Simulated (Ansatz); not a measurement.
# LuAs: the cost of one run

Method: reference: DFT, HSE06, plane waves, PAW, in Ansatz 0.2.0.

11 further runs of the same task are left out: 4 for a known fault of the program, 7 that didn't finish.

## (1) The structure to begin with

Symmetry: F-43m, No. 216, cubic system. The conventional cell has a = 6.311 Å, b = 6.311 Å, c = 6.311 Å, α = 90.00°, β = 90.00°, γ = 90.00°. Around Lu (site symmetry -43m) lie 4 As at 2.73 Å. As (site symmetry -43m) is surrounded by 4 Lu at 2.73 Å.

As a file:

```xyz
2
Lattice="0.0000 3.1554 3.1554 3.1554 0.0000 3.1554 3.1554 3.1554 0.0000" Properties=species:S:1:pos:R:3 pbc="T T T"
Lu    0.0000    0.0000    0.0000
As    1.5777    1.5777    1.5777
```

## (2) The reference run

File input.yaml:

```yaml
crystal:
  lattice:
    - [0.0, 3.1553796755, 3.1553796755]
    - [3.1553796755, 0.0, 3.1553796755]
    - [3.1553796755, 3.1553796755, 0.0]
  atoms:
    - { symbol: Lu, position: [0.0, 0.0, 0.0] }
    - { symbol: As, position: [0.25, 0.25, 0.25] }
kpoints:
  mp_grid: { grid: [4, 4, 4] }
hamiltonian:
  xc: hse06
scf:
  occupations: { method: fixed }
  n_extra_bands: 4
output:
  forces: true
  stress: true
  eigenvalues: true
  write_density: true
  write_potential: true
  elf: true
  volumetric_format: npy
```

On the command line:

```console
> ansatz run input.yaml --threads 4 --pin off --max-ram 3686MiB --backend cpu --events-out ev --progress --plain --runs-dir out
```

**Question.** How long does this run take on 4 threads of Arm Neoverse V1, shared host, and how much memory does it need?

About 10 s, with a peak of 0.84 GiB.
